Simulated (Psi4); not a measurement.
**GeH2SO (SMILES [OH][Ge][SH]): wB97X/def2-SVPD**

Aim: the energy change on altering one bond length of GeH2SO at wB97X/def2-SVPD, from 2 runs. 

The results are computed with Psi4 1.11.

### Step 1. Starting point

The species is GeH2SO (5 atoms), meant as a singlet with charge 0. As SMILES, `[OH][Ge][SH]`. The shape is that of a PBE0-D4/def2-TZVP optimisation. This is one conformer, not always the lowest.

Bond lengths: O1–Ge2 1.782 Å, Ge2–S3 2.260 Å, O1–H4 0.961 Å, S3–H5 1.343 Å. Angles: O1–Ge2–S3 97.9°, Ge2–O1–H4 117.4°, Ge2–S3–H5 93.6°.

### Step 2. Energy and forces at wB97X/def2-SVPD

Contents of geh2os_ase.py:

```python
import numpy as np
from ase.calculators.psi4 import Psi4
from ase import Atoms

atoms = Atoms(['O', 'Ge', 'S', 'H', 'H'], positions=[
    [-1.346000, -1.001300, 0.399800],
    [-0.897400, 0.628900, -0.164200],
    [1.343300, 0.336500, -0.206300],
    [-0.632500, -1.625200, 0.561400],
    [1.582700, 1.587400, -0.632100],
])
calc = Psi4(atoms=atoms, method='wb97x', basis='def2-SVPD', memory='1600MB', num_threads=1, charge=0, multiplicity=1, label='calc')
calc.psi4.set_options({'puream': True, 'e_convergence': 1e-09, 'd_convergence': 1e-08, 'scf_type': 'pk', 'dft_radial_points': 99, 'dft_spherical_points': 590})
atoms.calc = calc

forces = atoms.get_forces()
print(f'energy: {atoms.get_potential_energy():.6f} eV')
print('forces / eV A^-1')
print(np.round(forces, 5))
```

The run is started by

```sh
$ python geh2os_ase.py
```

calc.dat (excerpt; [...] marks lines left out):

```text
[...]
  Running in c1 symmetry.
[...]
  Nuclear repulsion =  246.184723517978881
[...]
  Multiplicity = 1
[...]
  Nalpha       = 29
  Nbeta        = 29
[...]
    Number of basis functions: 104
[...]
   @RKS iter   1: -2549.93651032499383   -2.68112e+00   2.28268e-02 DIIS/ADIIS
[...]
   @RKS iter  13: -2551.26320915533051   -4.54747e-13   4.94899e-09 DIIS
[...]
    Orbital Energies [Eh]
    ---------------------
    Doubly Occupied:
       1A   -398.546615     2A    -88.833786     3A    -49.820067
       4A    -44.357121     5A    -44.355568     6A    -44.354296
       7A    -19.223703     8A     -8.038493     9A     -6.348443
      10A     -6.005614    11A     -6.001672    12A     -5.998523
      13A     -4.528782    14A     -4.524446    15A     -4.519966
      16A     -1.359377    17A     -1.356229    18A     -1.354342
      19A     -1.352642    20A     -1.349048    21A     -1.110317
      22A     -0.860064    23A     -0.666589    24A     -0.564104
      25A     -0.496508    26A     -0.460237    27A     -0.448854
      28A     -0.374574    29A     -0.354498
[...]
  @RKS Final Energy: -2551.26320915533051
   => Energetics <=
    Nuclear Repulsion Energy =            246.1847235179788811
    One-Electron Energy =               -4039.4326201795774978
    Two-Electron Energy =                1330.6025292057688603
    DFT Exchange-Correlation Energy =     -88.6178416995008291
    Empirical Dispersion Energy =           0.0000000000000000
    VV10 Nonlocal Energy =                  0.0000000000000000
    Total Energy =                      -2551.2632091553305145
[...]
 Multipole Moments:
 ------------------------------------------------------------------------------------
     Multipole            Electronic (a.u.)      Nuclear  (a.u.)        Total (a.u.)
 ------------------------------------------------------------------------------------
 L = 1.  Multiply by 2.5417464519 to convert [e a0] to [Debye]
 Dipole X            :         -6.5534422            6.6825228            0.1290806
 Dipole Y            :          3.7877528           -3.4439089            0.3438440
 Dipole Z            :         -0.8421953            0.7214385           -0.1207568
 Magnitude           :                                                    0.3866170
[...]
  -Total Gradient:
     Atom            X                  Y                   Z
    ------   -----------------  -----------------  -----------------
       1       -0.000904685075     0.002860558613    -0.000888711085
       2        0.001307953933    -0.005795428083     0.001827299645
       3        0.000166123929     0.001891718660    -0.000635532304
       4        0.000527876781     0.002596031468    -0.000883094326
       5       -0.001193581925    -0.001918525639     0.000706460029
[...]
```

The script printed:

```text
energy: -69423.408034 eV
forces / eV A^-1
[[ 0.04652 -0.1471   0.0457 ]
 [-0.06726  0.29801 -0.09396]
 [-0.00854 -0.09728  0.03268]
 [-0.02714 -0.13349  0.04541]
 [ 0.06138  0.09865 -0.03633]]
```

Wall time 51 s (1 thread of Intel Xeon Platinum 8259CL at 2.50GHz (Skylake/Cascade Lake), shared host); peak memory 0.84 GiB.

### Step 3. The distorted shape at the same level

Contents of geh2os.py:

```python
import psi4

psi4.set_memory(1600000000)
psi4.set_num_threads(1)
psi4.set_output_file('run.log', False)

mol = psi4.geometry("""
O
Ge 1 1.782383
S 2 2.26009 1 97.87958
H 1 1.7307 2 117.38079 3 0.02435
H 3 1.342896 2 93.56242 1 -179.97957
symmetry c1
no_reorient
no_com
""")

psi4.set_options({
    'reference': 'rks',
    'puream': True,
    'e_convergence': 1e-09,
    'd_convergence': 1e-08,
    'scf_type': 'pk',
    'dft_radial_points': 99,
    'dft_spherical_points': 590,
})

e_tot, wfn = psi4.gradient("wb97x/def2-SVPD", return_wfn=True)
psi4.oeprop(wfn, "WIBERG_LOWDIN_INDICES", "QUADRUPOLE", "DIPOLE")
print('gradient / Eh bohr^-1')
print(e_tot.np.round(6))
print(f'energy = {wfn.energy():.10f} Eh')
```

The run is started by

```sh
$ python geh2os.py
```

run.log (excerpt; [...] marks lines left out):

```text
[...]
  Running in c1 symmetry.
[...]
  Nuclear repulsion =  242.673960332310486
[...]
  Multiplicity = 1
[...]
  Nalpha       = 29
  Nbeta        = 29
[...]
    Number of basis functions: 104
[...]
   @RKS iter   1: -2549.68810725545700   -2.76039e+00   2.29787e-02 ADIIS/DIIS
[...]
   @RKS iter  15: -2551.11629585127139   -2.72848e-12   5.53229e-09 DIIS
[...]
  @RKS Final Energy: -2551.11629585127139
   => Energetics <=
    Nuclear Repulsion Energy =            242.6739603323104859
    One-Electron Energy =               -4032.6670792331451594
    Two-Electron Energy =                1327.3431054488687550
    DFT Exchange-Correlation Energy =     -88.4662823993055838
    Empirical Dispersion Energy =           0.0000000000000000
    VV10 Nonlocal Energy =                  0.0000000000000000
    Total Energy =                      -2551.1162958512718433
[...]
  -Total Gradient:
     Atom            X                  Y                   Z
    ------   -----------------  -----------------  -----------------
       1        0.000036517171     0.078443050168     0.038574716660
       2       -0.000001732530     0.005629107024     0.009152608006
       3        0.000003527491    -0.006133271298     0.000625499742
       4       -0.000037605181    -0.081794207210    -0.045092038950
       5       -0.000000997323     0.003866727848    -0.003695686035
[...]
 Multipole Moments:
 ------------------------------------------------------------------------------------
     Multipole            Electronic (a.u.)      Nuclear  (a.u.)        Total (a.u.)
 ------------------------------------------------------------------------------------
 L = 1.  Multiply by 2.5417464519 to convert [e a0] to [Debye]
 Dipole X            :          0.0007141           -0.0011290           -0.0004150
 Dipole Y            :          7.8224117           -8.0411575           -0.2187458
 Dipole Z            :          2.4791801           -2.0493841            0.4297960
 Magnitude           :                                                    0.4822598
 L = 2.  Multiply by 1.3450342976 to convert [e a0^2] to [Debye ang]
 Quadrupole XX       :        -28.0888493            0.0000023          -28.0888470
 Quadrupole XY       :         -0.0036242            0.0046388            0.0010147
[...]
```

Standard output:

```text
gradient / Eh bohr^-1
[[ 3.7000e-05  7.8443e-02  3.8575e-02]
 [-2.0000e-06  5.6290e-03  9.1530e-03]
 [ 4.0000e-06 -6.1330e-03  6.2500e-04]
 [-3.8000e-05 -8.1794e-02 -4.5092e-02]
 [-1.0000e-06  3.8670e-03 -3.6960e-03]]
energy = -2551.1162958513 Eh
```

It took 55 s on 1 thread of Intel Xeon Platinum 8259CL at 2.50GHz (Skylake/Cascade Lake), shared host; peak memory 0.8 GiB.

### Step 4. Results

Level: wB97X/def2-SVPD.

| quantity | value |
| --- | --- |
| first shape: total energy | -2551.26321 Eh |
| first shape: dipole moment | 0.98 D |
| first shape: HOMO energy | -9.65 eV |
| first shape: LUMO energy | -0.10 eV |
| first shape: HOMO–LUMO gap | 9.54 eV |
| first shape: largest force on an atom | 0.320 eV/Å |
| distorted shape: total energy | -2551.11630 Eh |
| distorted shape: dipole moment | 1.23 D |
| distorted shape: HOMO energy | -9.57 eV |
| distorted shape: LUMO energy | -1.74 eV |
| distorted shape: HOMO–LUMO gap | 7.82 eV |
| distorted shape: largest force on an atom | 4.803 eV/Å |
| energy change with the O1–H4 bond stretched from 0.961 to 1.731 Å | 3.998 eV |

In words: With the O1–H4 bond stretched from 0.961 to 1.731 Å the energy rises by 4.00 eV (92 kcal/mol). The first shape isn't relaxed at this level, so the change isn't measured from a minimum. A restricted reference can't describe the breaking bond well at this length. The largest force (first shape) is 0.32 eV/Å: the shape isn't a stationary point for this species at this level.
